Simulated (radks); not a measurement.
# The first electron to leave In⁹⁺

In⁹⁺ stands in [Kr] 4d4. From which sub-shell is an electron easiest to take? Each removal is a run of its own. The parent's configuration is the lowest that an earlier search found at this level.

The numbers are computed with radks (a radial shooting solver on a logarithmic mesh, Libxc functionals) version 1 (non-relativistic Kohn-Sham, PBE, spin-polarised, spherical densities, point nucleus; open shells are filled with parallel spins first), except any that are marked as measured or tabulated.

1 further run of the same task is left out (set aside as unsound or not needed).

### Step 1. The system

| Quantity | Value |
| --- | --- |
| element | indium (Z = 49) |
| charge | +9 |
| electrons | 40 |
| configuration | [Kr] 4d4 |

Outer shells as boxes (Hund's rule):

In⁹⁺
```
[Kr] core
4d [↑ ][↑ ][↑ ][↑ ][  ]
```

### Step 2. The parent, In⁹⁺

The parent was computed earlier with the same settings: E = -5717.192800 hartree. Its outer levels (eV):

| level | occupation | energy (eV) |
| --- | --- | --- |
| 3d up | 5 | -608.61 |
| 3d down | 5 | -607.40 |
| 4s up | 1 | -268.66 |
| 4s down | 1 | -263.55 |
| 4p up | 3 | -232.16 |
| 4p down | 3 | -227.06 |
| 4d up | 4 | -169.82 |
| 4d down | 0 | -164.86 |

### Step 3. Remove 4d: [Kr] 4d3

Settings of this run:

```text
Z 49
configuration [Kr] 4d3
relativity non-relativistic
functional pbe,pbe
spin polarised
nucleus point
```

### Step 4. Remove 4p: [Ar] 3d10 4s2 4p5 4d4

Settings of this run:

```text
Z 49
configuration [Ar] 3d10 4s2 4p5 4d4
relativity non-relativistic
functional pbe,pbe
spin polarised
nucleus point
```

### Step 5. Remove 4s: [Ar] 3d10 4s1 4p6 4d4

Settings of this run:

```text
Z 49
configuration [Ar] 3d10 4s1 4p6 4d4
relativity non-relativistic
functional pbe,pbe
spin polarised
nucleus point
```

### Step 6. Remove 3d: [Ar] 3d9 4s2 4p6 4d4

Settings of this run:

```text
Z 49
configuration [Ar] 3d9 4s2 4p6 4d4
relativity non-relativistic
functional pbe,pbe
spin polarised
nucleus point
```

**Question.** What will these runs give? Wanted: for each run, case; final configuration; Δ-SCF; −ε of the level emptied.

**Answer**, as computed:

| case | final configuration | Δ-SCF (eV) | −ε of the level emptied (eV) |
| --- | --- | --- | --- |
| remove 4d | [Kr] 4d3 | 181.04 | 169.82 |
| remove 4p | [Ar] 3d10 4s2 4p5 4d4 | 238.70 | 227.06 |
| remove 4s | [Ar] 3d10 4s1 4p6 4d4 | 275.55 | 263.55 |
| remove 3d | [Ar] 3d9 4s2 4p6 4d4 | 634.14 | 607.40 |

What this shows: The 4d electron leaves first, at 181.04 eV; the next cheapest, 4p, costs 238.70 eV. 4d is also the highest occupied level of the parent. NIST lists 178 eV (theoretical), between the same two configurations. Relativity is left out here, which matters for elements this heavy. Open shells are spherical and high-spin; term and fine-structure splittings are not resolved.
